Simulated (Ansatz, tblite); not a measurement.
# Ge(CF3)2H2 (C₂H₂F₆Ge): a ladder of methods and basis sets

Aim: run the singlet of Ge(CF3)2H2 (C₂H₂F₆Ge) at one geometry on many levels, and compare frontier levels, spin and run time.

Program: Ansatz 0.2.0, Gaussian basis. Level of theory: as each input shows. These are calculated values, not measurements.

Levels to be run: GFN1-xTB, GFN2-xTB, PBE-D4/def2-TZVP, r2SCAN-D4/def2-TZVP, B97M-V/def2-TZVP, BHLYP-D4/def2-TZVP, B3LYP-D4/def2-TZVP, PBE-D4/def2-SVP, PBE0-D4/def2-SVP, HF/STO-3G, PBE0-D4/def2-TZVPD, PBE-D4/def2-TZVPD, B97M-V/def2-TZVPD, CCSD(T)/def2-SVP, MP2/def2-TZVP, RPA/def2-TZVP.

3 further runs of the same task are left out: 1 that didn't finish, 2 set aside as unsound or not needed.

**1. The relaxed structure**

The singlet was relaxed beforehand with r2SCAN-D4/def2-SVP.

11 atoms, charge 0, spin multiplicity 1.

Bond lengths: Ge1–C2 1.991 Å, Ge1–C6 1.991 Å, Ge1–H10 1.527 Å, Ge1–H11 1.527 Å, C2–F3 1.347 Å, C2–F4 1.345 Å, C2–F5 1.345 Å, C6–F7 1.345 Å, C6–F8 1.345 Å, C6–F9 1.347 Å. Angles: C2–Ge1–C6 106.2°, C2–Ge1–H10 109.2°, C2–Ge1–H11 109.2°, C6–Ge1–H10 109.1°, C6–Ge1–H11 109.2°, H10–Ge1–H11 113.8°, Ge1–C2–F3 111.1°, Ge1–C2–F4 111.4°, Ge1–C2–F5 111.5°, F3–C2–F4 107.6°, F3–C2–F5 107.5°, F4–C2–F5 107.6°, Ge1–C6–F7 111.4°, Ge1–C6–F8 111.5°, Ge1–C6–F9 111.1°, F7–C6–F8 107.6°, F7–C6–F9 107.5°, F8–C6–F9 107.5°.

PBE0-D4/def2-TZVP was run before; its log isn't repeated, and its numbers join the tables.

**2. GFN1-xTB**

Tight binding, by tblite at 300 K electronic temperature and without a spin-polarisation term:

```python
tblite.interface.Calculator('GFN1-xTB', numbers, positions, charge=0, uhf=0).singlepoint()
```

Energy -1029.9379 eV, HOMO -13.34 eV, LUMO -7.35 eV; 0.006 s.

**3. GFN2-xTB**

Tight binding, by tblite at 300 K electronic temperature and without a spin-polarisation term:

```python
tblite.interface.Calculator('GFN2-xTB', numbers, positions, charge=0, uhf=0).singlepoint()
```

Energy -969.3714 eV, HOMO -13.06 eV, LUMO -5.30 eV; 0.005 s.

**4. PBE-D4/def2-TZVP**

start.molden holds the orbitals of an earlier run on this state, given as this run's starting guess.

in.yaml

```yaml
crystal:
  periodic: [false, false, false]
  atoms:
    - {symbol: Ge, position_ang: [-0.715657, 0.010806, -0.507762]}
    - {symbol: C, position_ang: [-0.661336, -0.017766, 1.482494]}
    - {symbol: F, position_ang: [-1.896525, 0.114311, 2.003804]}
    - {symbol: F, position_ang: [0.092551, 0.985305, 1.966295]}
    - {symbol: F, position_ang: [-0.147959, -1.171060, 1.945856]}
    - {symbol: C, position_ang: [1.180841, 0.008998, -1.113768]}
    - {symbol: F, position_ang: [1.844786, -1.063263, -0.646101]}
    - {symbol: F, position_ang: [1.833495, 1.106141, -0.691686]}
    - {symbol: F, position_ang: [1.260921, -0.018379, -2.458238]}
    - {symbol: H, position_ang: [-1.386367, 1.301025, -0.972588]}
    - {symbol: H, position_ang: [-1.404750, -1.256116, -1.008296]}
basis:
  gaussian: {orbitals: def2-TZVP, initial_orbitals: start.molden}
hamiltonian: {xc: pbe, dispersion: d4}
scf: {omitted_lower_state_checks: [starts]}
output: {orbitals: {seedname: orbitals}}
```

Started as:

```
$ ansatz run in.yaml --threads 4 --pin off --events-out ev --progress --plain --max-ram 4787MiB
```

The program printed:

```text
Functional definition: PBE
  name "PBE"
  cite "Perdew, Burke & Ernzerhof, Phys. Rev. Lett. 77, 3865 (1996) doi:10.1103/PhysRevLett.77.3865"
  parent pbe
  parameter kappa = 0.804
  parameter beta = 0.06672455060314922
  exchange = pbe_x(kappa = kappa, mu = beta*pi^2/3)
  correlation = pbe_c(beta = beta)
these checks for a lower state are left out or cut short: starts
1742 factors; their error is unknown
mean field evaluation 1: about -74907.5593 eV, gradient 1.7e1 eV
mean field evaluation 2: about -74907.8388 eV, gradient 2.8e-1 eV
mean field evaluation 4: about -74907.8024 eV, gradient 8.3e-4 eV
mean field -74907.80241766 eV, -2752.8109645170 hartree, gradient 9.6e-6 eV, S^2 0.000000; 0 other end points of the search recorded, 0 dependent functions left out
reference -74907.80245073 eV, -2752.8109657323 hartree; 50, 50 occupied and 258, 258 virtual orbitals, 1742 factors
Total energy: -74908.06106054 eV, -2752.8204694675 hartree
Checks for a lower state left out: starts
```

It took 2.9 s on 4 threads of Arm Neoverse V2, shared host.

Report: HOMO -8.03 eV, LUMO -0.75 eV.

**5. r2SCAN-D4/def2-TZVP**

Edit in.yaml of step 4 so:

```diff
@@ -16,4 +16,4 @@
   gaussian: {orbitals: def2-TZVP, initial_orbitals: start.molden}
-hamiltonian: {xc: pbe, dispersion: d4}
+hamiltonian: {xc: r2scan, dispersion: d4}
 scf: {omitted_lower_state_checks: [starts]}
-output: {orbitals: {seedname: orbitals}}
+output: {forces: true, orbitals: {seedname: orbitals}}
```

The command is unchanged.

The program printed:

```text
Functional definition: r2SCAN
  name "r2SCAN"
  cite "Furness, Kaplan, Ning, Perdew & Sun, J. Phys. Chem. Lett. 11, 8208 (2020) doi:10.1021/acs.jpclett.0c02405"
  cite "Furness, Kaplan, Ning, Perdew & Sun, J. Phys. Chem. Lett. 11, 9248 (2020) doi:10.1021/acs.jpclett.0c03077"
  parent r2scan
  parameter k0 = 0.174
  parameter k1 = 0.065
  parameter a1 = 4.9479
  exchange = r2scan_x(k0 = k0, k1 = k1, a1 = a1)
  correlation = r2scan_c
these checks for a lower state are left out or cut short: starts
1742 factors; their error is unknown
mean field evaluation 1: about -74926.1443 eV, gradient 8.9e0 eV
mean field evaluation 2: about -74926.2182 eV, gradient 9.5e-2 eV
mean field evaluation 4: about -74926.1924 eV, gradient 3.4e-4 eV
mean field -74926.19244390 eV, -2753.4867855161 hartree, gradient 2.2e-5 eV, S^2 0.000000; 0 other end points of the search recorded, 0 dependent functions left out
the calculation of the forces begins
reference -74926.19245293 eV, -2753.4867858479 hartree; 50, 50 occupied and 258, 258 virtual orbitals, 1742 factors
Total energy: -74926.25837143 eV, -2753.4892083082 hartree
Atom 0 at    -0.715657     0.010806    -0.507762 Å, force    -0.275162     0.005777    -0.195074 eV/Å
Atom 1 at    -0.661336    -0.017766     1.482494 Å, force     0.016512    -0.002618    -0.166525 eV/Å
Atom 2 at    -1.896525     0.114311     2.003804 Å, force    -0.111732     0.009406     0.140006 eV/Å
Atom 3 at     0.092551     0.985305     1.966295 Å, force     0.058411     0.092266     0.146575 eV/Å
Atom 4 at    -0.147959    -1.171060     1.945856 Å, force     0.045871    -0.100628     0.133883 eV/Å
Atom 5 at     1.180841     0.008998    -1.113768 Å, force    -0.150415    -0.001715     0.074481 eV/Å
Atom 6 at     1.844786    -1.063263    -0.646101 Å, force     0.150483    -0.096306     0.005264 eV/Å
Atom 7 at     1.833495     1.106141    -0.691686 Å, force     0.148242     0.096341    -0.001060 eV/Å
Atom 8 at     1.260921    -0.018379    -2.458238 Å, force     0.094774    -0.004470    -0.154045 eV/Å
Atom 9 at    -1.386367     1.301025    -0.972588 Å, force     0.012387    -0.017785     0.009008 eV/Å
Atom 10 at    -1.404750    -1.256116    -1.008296 Å, force     0.010629     0.019732     0.007488 eV/Å
Dipole moment:    -0.354766     0.005652    -0.251611 e Å
Checks for a lower state left out: starts
```

It took 6.5 s on 4 threads of Arm Neoverse V2, shared host.

From the report: HOMO -8.40 eV, LUMO -0.50 eV.

**6. B97M-V/def2-TZVP**

Edit in.yaml of step 5 so:

```diff
@@ -16,4 +16,4 @@
   gaussian: {orbitals: def2-TZVP, initial_orbitals: start.molden}
-hamiltonian: {xc: r2scan, dispersion: d4}
+hamiltonian: {xc: {name: B97M-V}}
 scf: {omitted_lower_state_checks: [starts]}
-output: {forces: true, orbitals: {seedname: orbitals}}
+output: {orbitals: {seedname: orbitals}}
```

The command is unchanged.

The program printed:

```text
Functional definition: B97M-V
  name "B97M-V"
  cite "Mardirossian & Head-Gordon, J. Chem. Phys. 142, 074111 (2015) doi:10.1063/1.4907719"
  cite "Becke, J. Chem. Phys. 107, 8554 (1997) doi:10.1063/1.475007"
  cite "Vydrov & Van Voorhis, J. Chem. Phys. 133, 244103 (2010) doi:10.1063/1.3521275"
  # Of w^i u^j: cxij and so on, Table III.
  parameter cx00 = 1.000
  parameter cx01 = 1.308
  parameter cx02 = 1.901
  parameter cx10 = 0.416
  parameter cx11 = 3.070
  parameter css00 = 1.000
  parameter css02 = -1.855
  parameter css10 = -5.668
  parameter css32 = -20.497
  parameter css42 = -20.364
  parameter cos00 = 1.000
  parameter cos01 = 1.573
  parameter cos03 = -6.298
  parameter cos10 = 2.535
  parameter cos32 = -6.427
  parameter b = 6.0
  parameter c = 0.01
  gx(w, u) = cx00 + cx01*u + cx02*u^2 + (cx10 + cx11*u)*w
  gss(w, u) = css00 + css02*u^2 + css10*w + (css32*w^3 + css42*w^4)*u^2
  gos(w, u) = cos00 + cos01*u + cos03*u^3 + cos10*w + cos32*w^3*u^2
  exchange = spin_sum(e_x_unif_s*gx(b97_w, b97_u_x))
  correlation = spin_sum(e_c_pw_mod_same_spin*gss(b97_w, b97_u_same))
      + integral(e_c_pw_mod_opposite_spin*gos(b97_w_opposite, b97_u_opposite)) + vv10(b, c)
these checks for a lower state are left out or cut short: starts
1742 factors; their error is unknown
mean field evaluation 1: about -74917.3152 eV, gradient 2.4e1 eV
mean field evaluation 2: about -74917.6116 eV, gradient 3.5e-1 eV
mean field evaluation 4: about -74917.5832 eV, gradient 4.4e-1 eV
mean field evaluation 8: about -74917.5834 eV, gradient 8.2e-6 eV
mean field -74917.58342254 eV, -2753.1704098164 hartree, gradient 8.2e-6 eV, S^2 0.000000; 0 other end points of the search recorded, 0 dependent functions left out
reference -74917.58347110 eV, -2753.1704116011 hartree; 50, 50 occupied and 258, 258 virtual orbitals, 1742 factors
Total energy: -74917.58347110 eV, -2753.1704116011 hartree
Checks for a lower state left out: starts
```

It took 13 s on 4 threads of Arm Neoverse V2, shared host; peak memory 0.63 GiB.

From the report: HOMO -8.51 eV, LUMO -0.60 eV.

**7. BHLYP-D4/def2-TZVP**

Edit in.yaml of step 6 so:

```diff
@@ -16,3 +16,3 @@
   gaussian: {orbitals: def2-TZVP, initial_orbitals: start.molden}
-hamiltonian: {xc: {name: B97M-V}}
+hamiltonian: {xc: {name: BHLYP}, dispersion: d4}
 scf: {omitted_lower_state_checks: [starts]}
```

Launched as before.

The program printed:

```text
Functional definition: BHLYP
  name "BHLYP"
  cite "Becke, J. Chem. Phys. 98, 1372 (1993) doi:10.1063/1.464304"
  cite "Becke, Phys. Rev. A 38, 3098 (1988) doi:10.1103/PhysRevA.38.3098"
  cite "Lee, Yang & Parr, Phys. Rev. B 37, 785 (1988) doi:10.1103/PhysRevB.37.785"
  parameter a = 0.5
  exchange = (1 - a)*b88_x + a*exact_x
  correlation = lyp_c
these checks for a lower state are left out or cut short: starts
2040 factors; their error is unknown
mean field evaluation 1: about -74925.2282 eV, gradient 1.3e1 eV
mean field evaluation 2: about -74925.4395 eV, gradient 2.9e-1 eV
mean field evaluation 4: about -74926.1347 eV, gradient 1.0e-3 eV
mean field -74926.13469811 eV, -2753.4846633972 hartree, gradient 1.2e-5 eV, S^2 0.000000; 0 other end points of the search recorded, 0 dependent functions left out
reference -74926.13486296 eV, -2753.4846694555 hartree; 50, 50 occupied and 258, 258 virtual orbitals, 2040 factors
Total energy: -74926.44816858 eV, -2753.4961832247 hartree
Checks for a lower state left out: starts
```

Wall time 6 s (4 threads of Arm Neoverse V2, shared host); peak memory 1.4 GiB.

From the report: HOMO -11.19 eV, LUMO 0.83 eV.

**8. B3LYP-D4/def2-TZVP**

Edit in.yaml of step 7 so:

```diff
@@ -16,3 +16,3 @@
   gaussian: {orbitals: def2-TZVP, initial_orbitals: start.molden}
-hamiltonian: {xc: {name: BHLYP}, dispersion: d4}
+hamiltonian: {xc: {name: B3LYP}, dispersion: d4}
 scf: {omitted_lower_state_checks: [starts]}
```

Launched as before.

The program printed:

```text
Functional definition: B3LYP
  name "B3LYP"
  cite "Stephens, Devlin, Chabalowski & Frisch, J. Phys. Chem. 98, 11623 (1994) doi:10.1021/j100096a001"
  cite "Becke, Phys. Rev. A 38, 3098 (1988) doi:10.1103/PhysRevA.38.3098"
  cite "Lee, Yang & Parr, Phys. Rev. B 37, 785 (1988) doi:10.1103/PhysRevB.37.785"
  cite "Vosko, Wilk & Nusair, Can. J. Phys. 58, 1200 (1980) doi:10.1139/p80-159"
  parameter a0 = 0.2
  parameter ax = 0.72
  parameter ac = 0.81
  exchange = (1 - a0 - ax)*slater_x + ax*b88_x + a0*exact_x
  correlation = (1 - ac)*vwn_rpa_c + ac*lyp_c
these checks for a lower state are left out or cut short: starts
1773 factors; their error is unknown
mean field evaluation 1: about -74934.7541 eV, gradient 1.1e1 eV
mean field evaluation 2: about -74934.8651 eV, gradient 1.0e-1 eV
mean field evaluation 4: about -74935.1185 eV, gradient 1.9e-4 eV
mean field -74935.11850639 eV, -2753.8148122621 hartree, gradient 1.9e-5 eV, S^2 0.000000; 0 other end points of the search recorded, 0 dependent functions left out
reference -74935.11875043 eV, -2753.8148212305 hartree; 50, 50 occupied and 258, 258 virtual orbitals, 1773 factors
Total energy: -74935.53317057 eV, -2753.8300508899 hartree
Checks for a lower state left out: starts
```

Run time: 5.5 s. Hardware: 4 threads of Arm Neoverse V2, shared host; peak memory 1.2 GiB.

Report: HOMO -9.42 eV, LUMO -0.22 eV.

**9. PBE-D4/def2-SVP**

Edit in.yaml of step 8 so:

```diff
@@ -15,4 +15,4 @@
 basis:
-  gaussian: {orbitals: def2-TZVP, initial_orbitals: start.molden}
-hamiltonian: {xc: {name: B3LYP}, dispersion: d4}
+  gaussian: {orbitals: def2-SVP, initial_orbitals: start.molden}
+hamiltonian: {xc: pbe, dispersion: d4}
 scf: {omitted_lower_state_checks: [starts]}
```

Launched as before.

The program printed:

```text
Functional definition: PBE
  name "PBE"
  cite "Perdew, Burke & Ernzerhof, Phys. Rev. Lett. 77, 3865 (1996) doi:10.1103/PhysRevLett.77.3865"
  parent pbe
  parameter kappa = 0.804
  parameter beta = 0.06672455060314922
  exchange = pbe_x(kappa = kappa, mu = beta*pi^2/3)
  correlation = pbe_c(beta = beta)
these checks for a lower state are left out or cut short: starts
1671 factors; their error is unknown
mean field evaluation 1: about -74878.0382 eV, gradient 1.6e1 eV
mean field evaluation 2: about -74878.5430 eV, gradient 3.6e-1 eV
mean field evaluation 4: about -74878.4210 eV, gradient 1.7e-1 eV
mean field -74878.42101697 eV, -2751.7312179568 hartree, gradient 5.1e-5 eV, S^2 0.000000; 0 other end points of the search recorded, 0 dependent functions left out
reference -74878.42104364 eV, -2751.7312189371 hartree; 50, 50 occupied and 104, 104 virtual orbitals, 1671 factors
Total energy: -74878.67965345 eV, -2751.7407226722 hartree
Checks for a lower state left out: starts
```

Wall time 1.4 s (4 threads of Arm Neoverse V2, shared host).

HOMO -7.76 eV, LUMO -0.52 eV.

**10. PBE0-D4/def2-SVP**

Edit in.yaml of step 9 so:

```diff
@@ -16,3 +16,3 @@
   gaussian: {orbitals: def2-SVP, initial_orbitals: start.molden}
-hamiltonian: {xc: pbe, dispersion: d4}
+hamiltonian: {xc: pbe0, dispersion: d4}
 scf: {omitted_lower_state_checks: [starts]}
```

Launched as before.

The program printed:

```text
Functional definition: PBE0
  name "PBE0"
  cite "Adamo & Barone, J. Chem. Phys. 110, 6158 (1999) doi:10.1063/1.478522"
  cite "Perdew, Burke & Ernzerhof, Phys. Rev. Lett. 77, 3865 (1996) doi:10.1103/PhysRevLett.77.3865"
  parent pbe
  parameter a = 0.25
  parameter kappa = 0.804
  parameter beta = 0.06672455060314922
  exchange = (1 - a)*pbe_x(kappa = kappa, mu = beta*pi^2/3) + a*exact_x
  correlation = pbe_c(beta = beta)
these checks for a lower state are left out or cut short: starts
1493 factors; integrals over basis functions are off by at most 1.3e-3 eV
mean field evaluation 1: about -74879.1558 eV, gradient 1.5e1 eV
mean field evaluation 2: about -74879.5080 eV, gradient 2.4e-1 eV
mean field evaluation 4: about -74879.7906 eV, gradient 1.1e-3 eV
mean field -74879.79060906 eV, -2751.7815495381 hartree, gradient 2.4e-5 eV, S^2 0.000000; 0 other end points of the search recorded, 0 dependent functions left out
reference -74879.79062870 eV, -2751.7815502599 hartree; 50, 50 occupied and 104, 104 virtual orbitals, 1493 factors
Total energy: -74880.00974938 eV, -2751.7896027962 hartree
Checks for a lower state left out: starts
```

Run time: 2.1 s. Hardware: 4 threads of Arm Neoverse V2, shared host.

HOMO -9.49 eV, LUMO 0.20 eV.

**11. HF/STO-3G**

Edit in.yaml of step 10 so:

```diff
@@ -15,4 +15,4 @@
 basis:
-  gaussian: {orbitals: def2-SVP, initial_orbitals: start.molden}
-hamiltonian: {xc: pbe0, dispersion: d4}
+  gaussian: {orbitals: STO-3G}
+hamiltonian: {xc: hf}
 scf: {omitted_lower_state_checks: [starts]}
```

Launched as before.

The program printed:

```text
Functional definition: HF
  name "HF"
  cite "Fock, Z. Phys. 61, 126 (1930) doi:10.1007/BF01340294"
  parent pbe
  exchange = exact_x
  correlation = 0
these checks for a lower state are left out or cut short: starts
810 factors; integrals over basis functions are off by at most 3.5e-5 eV
mean field evaluation 1: about -73895.4496 eV, gradient 5.4e1 eV
mean field evaluation 2: about -73895.8140 eV, gradient 5.4e1 eV
mean field evaluation 4: about -73905.7532 eV, gradient 3.1e0 eV
mean field evaluation 8: about -73905.8074 eV, gradient 2.3e-5 eV
mean field -73905.80744912 eV, -2715.9883285997 hartree, gradient 9.1e-6 eV, S^2 0.000000; 0 other end points of the search recorded, 0 dependent functions left out
reference -73905.80744912 eV, -2715.9883285997 hartree; 50, 50 occupied and 10, 10 virtual orbitals, 810 factors
Total energy: -73905.80744912 eV, -2715.9883285997 hartree
Checks for a lower state left out: starts
```

Run time: 0.25 s. Hardware: 4 threads of Arm Neoverse V2, shared host.

Report: HOMO -9.18 eV, LUMO 10.47 eV.

**12. PBE0-D4/def2-TZVPD**

Edit in.yaml of step 11 so:

```diff
@@ -15,4 +15,4 @@
 basis:
-  gaussian: {orbitals: STO-3G}
-hamiltonian: {xc: hf}
+  gaussian: {orbitals: def2-TZVPD, initial_orbitals: start.molden}
+hamiltonian: {xc: pbe0, dispersion: d4}
 scf: {omitted_lower_state_checks: [starts]}
```

Same command.

The program printed:

```text
Functional definition: PBE0
  name "PBE0"
  cite "Adamo & Barone, J. Chem. Phys. 110, 6158 (1999) doi:10.1063/1.478522"
  cite "Perdew, Burke & Ernzerhof, Phys. Rev. Lett. 77, 3865 (1996) doi:10.1103/PhysRevLett.77.3865"
  parent pbe
  parameter a = 0.25
  parameter kappa = 0.804
  parameter beta = 0.06672455060314922
  exchange = (1 - a)*pbe_x(kappa = kappa, mu = beta*pi^2/3) + a*exact_x
  correlation = pbe_c(beta = beta)
these checks for a lower state are left out or cut short: starts
2058 factors; their error is unknown
mean field evaluation 1: about -74908.8377 eV, gradient 9.2e0 eV
mean field evaluation 2: about -74908.9492 eV, gradient 1.6e-1 eV
mean field evaluation 4: about -74909.2182 eV, gradient 5.3e-4 eV
mean field -74909.21821830 eV, -2752.8629942308 hartree, gradient 1.1e-5 eV, S^2 0.000000; 0 other end points of the search recorded, 0 dependent functions left out
reference -74909.21827452 eV, -2752.8629962970 hartree; 50, 50 occupied and 336, 336 virtual orbitals, 2058 factors
Total energy: -74909.43739520 eV, -2752.8710488333 hartree
Checks for a lower state left out: starts
```

Run time: 11 s. Hardware: 4 threads of Arm Neoverse V2, shared host; peak memory 1.6 GiB.

HOMO -9.66 eV, LUMO -0.23 eV.

**13. PBE-D4/def2-TZVPD**

Edit in.yaml of step 12 so:

```diff
@@ -16,3 +16,3 @@
   gaussian: {orbitals: def2-TZVPD, initial_orbitals: start.molden}
-hamiltonian: {xc: pbe0, dispersion: d4}
+hamiltonian: {xc: pbe, dispersion: d4}
 scf: {omitted_lower_state_checks: [starts]}
```

The command is unchanged.

The program printed:

```text
Functional definition: PBE
  name "PBE"
  cite "Perdew, Burke & Ernzerhof, Phys. Rev. Lett. 77, 3865 (1996) doi:10.1103/PhysRevLett.77.3865"
  parent pbe
  parameter kappa = 0.804
  parameter beta = 0.06672455060314922
  exchange = pbe_x(kappa = kappa, mu = beta*pi^2/3)
  correlation = pbe_c(beta = beta)
these checks for a lower state are left out or cut short: starts
2005 factors; their error is unknown
mean field evaluation 1: about -74907.5486 eV, gradient 2.0e1 eV
mean field evaluation 2: about -74907.9642 eV, gradient 4.7e-1 eV
mean field evaluation 4: about -74907.9390 eV, gradient 4.0e-1 eV
mean field evaluation 8: about -74907.9391 eV, gradient 1.0e-5 eV
mean field -74907.93910427 eV, -2752.8159876570 hartree, gradient 1.0e-5 eV, S^2 0.000000; 0 other end points of the search recorded, 0 dependent functions left out
reference -74907.93917945 eV, -2752.8159904200 hartree; 50, 50 occupied and 336, 336 virtual orbitals, 2005 factors
Total energy: -74908.19778926 eV, -2752.8254941551 hartree
Checks for a lower state left out: starts
```

Wall time 5.5 s (4 threads of Arm Neoverse V2, shared host); peak memory 0.86 GiB.

Report: HOMO -8.11 eV, LUMO -0.99 eV.

**14. B97M-V/def2-TZVPD**

Edit in.yaml of step 13 so:

```diff
@@ -16,3 +16,3 @@
   gaussian: {orbitals: def2-TZVPD, initial_orbitals: start.molden}
-hamiltonian: {xc: pbe, dispersion: d4}
+hamiltonian: {xc: {name: B97M-V}}
 scf: {omitted_lower_state_checks: [starts]}
```

The command is unchanged.

The program printed:

```text
Functional definition: B97M-V
  name "B97M-V"
  cite "Mardirossian & Head-Gordon, J. Chem. Phys. 142, 074111 (2015) doi:10.1063/1.4907719"
  cite "Becke, J. Chem. Phys. 107, 8554 (1997) doi:10.1063/1.475007"
  cite "Vydrov & Van Voorhis, J. Chem. Phys. 133, 244103 (2010) doi:10.1063/1.3521275"
  # Of w^i u^j: cxij and so on, Table III.
  parameter cx00 = 1.000
  parameter cx01 = 1.308
  parameter cx02 = 1.901
  parameter cx10 = 0.416
  parameter cx11 = 3.070
  parameter css00 = 1.000
  parameter css02 = -1.855
  parameter css10 = -5.668
  parameter css32 = -20.497
  parameter css42 = -20.364
  parameter cos00 = 1.000
  parameter cos01 = 1.573
  parameter cos03 = -6.298
  parameter cos10 = 2.535
  parameter cos32 = -6.427
  parameter b = 6.0
  parameter c = 0.01
  gx(w, u) = cx00 + cx01*u + cx02*u^2 + (cx10 + cx11*u)*w
  gss(w, u) = css00 + css02*u^2 + css10*w + (css32*w^3 + css42*w^4)*u^2
  gos(w, u) = cos00 + cos01*u + cos03*u^3 + cos10*w + cos32*w^3*u^2
  exchange = spin_sum(e_x_unif_s*gx(b97_w, b97_u_x))
  correlation = spin_sum(e_c_pw_mod_same_spin*gss(b97_w, b97_u_same))
      + integral(e_c_pw_mod_opposite_spin*gos(b97_w_opposite, b97_u_opposite)) + vv10(b, c)
these checks for a lower state are left out or cut short: starts
2005 factors; their error is unknown
mean field evaluation 1: about -74917.3043 eV, gradient 2.5e1 eV
mean field evaluation 2: about -74917.7041 eV, gradient 5.2e-1 eV
mean field evaluation 4: about -74917.6873 eV, gradient 4.5e-1 eV
mean field evaluation 8: about -74917.6875 eV, gradient 2.6e-5 eV
mean field -74917.68748715 eV, -2753.1742341204 hartree, gradient 2.6e-5 eV, S^2 0.000000; 0 other end points of the search recorded, 0 dependent functions left out
reference -74917.68759344 eV, -2753.1742380263 hartree; 50, 50 occupied and 336, 336 virtual orbitals, 2005 factors
Total energy: -74917.68759344 eV, -2753.1742380263 hartree
Checks for a lower state left out: starts
```

Run time: 19 s. Hardware: 4 threads of Arm Neoverse V2, shared host; peak memory 1 GiB.

Report: HOMO -8.57 eV, LUMO -0.84 eV.

(Part 1 of 2 ends here.)
